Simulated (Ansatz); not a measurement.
## CH₆B₄, SMILES BB1BBC1: a geometry optimisation, step by step

Computed with the Ansatz DFT code, driven from Python.

Input file `ch6b4.xyz`:
```text
11

B     0.53900    1.83130   -0.94940
B     0.10850    0.47900   -0.15370
B    -0.17160    0.01840    1.42850
B    -0.35590   -1.54360    0.91450
C    -0.17380   -1.01710   -0.54530
H     0.65160    2.89650   -0.36290
H     0.62560    1.86700   -2.13320
H    -0.08040    0.58040    2.48230
H    -0.69740   -2.57610    1.45190
H    -1.07990   -1.10180   -1.13920
H     0.69970   -1.49110   -0.97280
```

The cells in order, each with its output:

In [1]:
```python
import itertools

import ansatz as az
from ase.data import atomic_numbers, covalent_radii
import numpy as np
```

In [2]:
```python
ch6b4 = az.Crystal.molecule_from_extxyz("ch6b4.xyz")
```

In [3]:
```python
setup = (
    ch6b4.calculation()
    .basis(gaussian="cc-pVDZ")
    .functional("r2scan")
)
symbols = [site.symbol for site in ch6b4.cartesian_sites]
start = np.array([site.position_ang for site in ch6b4.cartesian_sites], dtype=float)
def progress(event):
    if event["event"] == "relax_step":
        row = event["data"]
        print(f"step {row['step']:3d}  E = {row['lagrangian_ev']:.6f} eV  largest force component {row['allowed_force_max_ev_ang']:.4f} eV/A")
```

In [4]:
```python
summary = setup.relax(force_tolerance=0.02, max_steps=100).session().plan().execute(on_event=progress).report
end = np.array(summary["positions_ang"])

print(f"E = {summary['free_energy_ev']:.6f} eV = {summary['free_energy_ev'] / 27.211386246:.7f} Ha")
print("converged:", summary["converged"], " doubts:", summary["published_state_doubts"] or "none")
```
```text
step   1  E = -3831.018595 eV  largest force component 2.9776 eV/A
step   2  E = -3831.711189 eV  largest force component 0.9631 eV/A
step   3  E = -3831.918778 eV  largest force component 0.9115 eV/A
step   4  E = -3832.156580 eV  largest force component 1.1974 eV/A
step   5  E = -3832.611485 eV  largest force component 1.1899 eV/A
step   6  E = -3833.180850 eV  largest force component 1.3137 eV/A
step   7  E = -3833.657895 eV  largest force component 1.2454 eV/A
step   8  E = -3833.933802 eV  largest force component 0.9666 eV/A
step   9  E = -3834.037761 eV  largest force component 0.6275 eV/A
step  10  E = -3834.050273 eV  largest force component 0.7475 eV/A
step  11  E = -3834.068883 eV  largest force component 0.1022 eV/A
step  12  E = -3834.067924 eV  largest force component 0.1772 eV/A
step  13  E = -3834.072032 eV  largest force component 0.0469 eV/A
step  14  E = -3834.075959 eV  largest force component 0.0880 eV/A
step  15  E = -3834.063043 eV  largest force component 0.4414 eV/A
step  16  E = -3834.077284 eV  largest force component 0.0783 eV/A
step  17  E = -3834.070468 eV  largest force component 0.1882 eV/A
step  18  E = -3834.078090 eV  largest force component 0.0228 eV/A
step  19  E = -3834.078126 eV  largest force component 0.0106 eV/A
E = -3834.078138 eV = -140.8997727 Ha
converged: True  doubts: none
```

In [5]:
```python
# pairs closer than 1.2 times the sum of covalent radii, before or after
radius = [covalent_radii[atomic_numbers[s]] for s in symbols]
span = lambda where, i, j: np.linalg.norm(where[i] - where[j])
bonded = [(i, j) for i, j in itertools.combinations(range(len(symbols)), 2) if min(span(start, i, j), span(end, i, j)) < 1.2 * (radius[i] + radius[j])]
print("pair        before    after (A)")
for i, j in bonded:
    print(f"{symbols[i]}{i}-{symbols[j]}{j}".ljust(10), f"{span(start, i, j):8.4f} {span(end, i, j):8.4f}")
for first, second in list(itertools.combinations(bonded, 2)):
    shared = set(first) & set(second)
    if shared and symbols[(j := shared.pop())] != "H":
        i, k = sorted((set(first) | set(second)) - {j})
        u, v = end[i] - end[j], end[k] - end[j]
        angle = np.degrees(np.arccos(np.clip(u @ v / np.linalg.norm(u) / np.linalg.norm(v), -1, 1)))
        print(f"final angle {symbols[i]}{i}-{symbols[j]}{j}-{symbols[k]}{k}: {angle:.2f} deg")
```
```text
pair        before    after (A)
B0-B1        1.6270   1.6174
B0-H5        1.2212   1.2100
B0-H6        1.1875   1.2104
B1-B2        1.6715   1.6315
B1-C4        1.5721   1.6151
B2-B3        1.6547   1.5860
B2-C4        2.2289   1.8289
B2-H7        1.1978   1.2092
B3-C4        1.5625   1.6315
B3-H8        1.2130   1.1930
C4-H9        1.0867   1.1202
C4-H10       1.0819   1.0993
final angle B1-B0-H5: 121.74 deg
final angle B1-B0-H6: 121.62 deg
final angle B0-B1-B2: 149.88 deg
final angle B0-B1-C4: 141.54 deg
final angle H5-B0-H6: 116.56 deg
final angle B2-B1-C4: 68.57 deg
final angle B1-B2-B3: 104.21 deg
final angle B1-B2-C4: 55.29 deg
final angle B1-B2-H7: 114.16 deg
final angle B1-C4-B2: 56.14 deg
final angle B1-C4-B3: 102.91 deg
final angle B1-C4-H9: 93.67 deg
final angle B1-C4-H10: 123.75 deg
final angle B3-B2-C4: 56.54 deg
final angle B3-B2-H7: 120.35 deg
final angle B2-B3-C4: 69.26 deg
final angle B2-B3-H8: 161.72 deg
final angle C4-B2-H7: 113.99 deg
final angle B2-C4-B3: 54.19 deg
final angle B2-C4-H9: 115.62 deg
final angle B2-C4-H10: 134.58 deg
final angle C4-B3-H8: 129.01 deg
final angle B3-C4-H9: 89.02 deg
final angle B3-C4-H10: 126.91 deg
final angle H9-C4-H10: 109.76 deg
```

In [6]:
```python
charges = summary["charge_distribution"]
dipole = np.array(charges["dipole_moment_e_ang"]) * 4.803205
print("dipole (D): {:.3f} {:.3f} {:.3f}, length {:.3f}".format(*dipole, np.linalg.norm(dipole)))
print("atom  Mulliken   Lowdin")
for symbol, m, l in zip(symbols, charges["mulliken_charges_e"], charges["lowdin_charges_e"]):
    print(f"{symbol:4s} {m:9.3f} {l:8.3f}")
with open("ch6b4_opt.xyz", "w") as handle:
    handle.write(f"{len(symbols)}\nrelaxed CH6B4\n")
    handle.writelines(f"{s:2s} {x:11.6f} {y:11.6f} {z:11.6f}\n" for s, (x, y, z) in zip(symbols, end))
```
```text
dipole (D): 0.651 -1.669 -1.126, length 2.116
atom  Mulliken   Lowdin
B       -0.054   -0.017
B        0.035   -0.227
B       -0.097   -0.269
B       -0.016   -0.096
C       -0.000    0.232
H       -0.013    0.030
H       -0.015    0.030
H       -0.010    0.091
H       -0.003    0.027
H        0.122    0.143
H        0.051    0.055
```

`ch6b4_opt.xyz`, as written:
```text
11
relaxed CH6B4
B     0.303485    1.912022   -1.072066
B     0.110545    0.624645   -0.112182
B    -0.377487   -0.017868    1.305833
B    -0.858962   -1.480311    0.925465
C     0.316122   -0.977098   -0.088301
H     1.235445    2.671943   -0.937942
H    -0.509442    2.197192   -1.922283
H     0.396860    0.152316    2.218807
H    -1.450844   -2.516147    0.933887
H    -0.378768   -1.151454   -0.949446
H     1.278446   -1.472339   -0.281072
```

What to keep in mind:
- These settings explore the input space; basis and method may be short of convergence.
- The end point is the stationary point reached from this start; no frequency run checks that it is a minimum, and the basis set is modest.
- The Löwdin charges here are taken after orthogonalising the functions within each atom; they differ from plain Löwdin charges, and their signs can be unphysical.
- The bonding changed during the relaxation, so the end is another isomer than the start names.
- The whole script took 100 s on 1 thread of Arm Neoverse V1, on a shared host, peak memory 0.22 GiB.
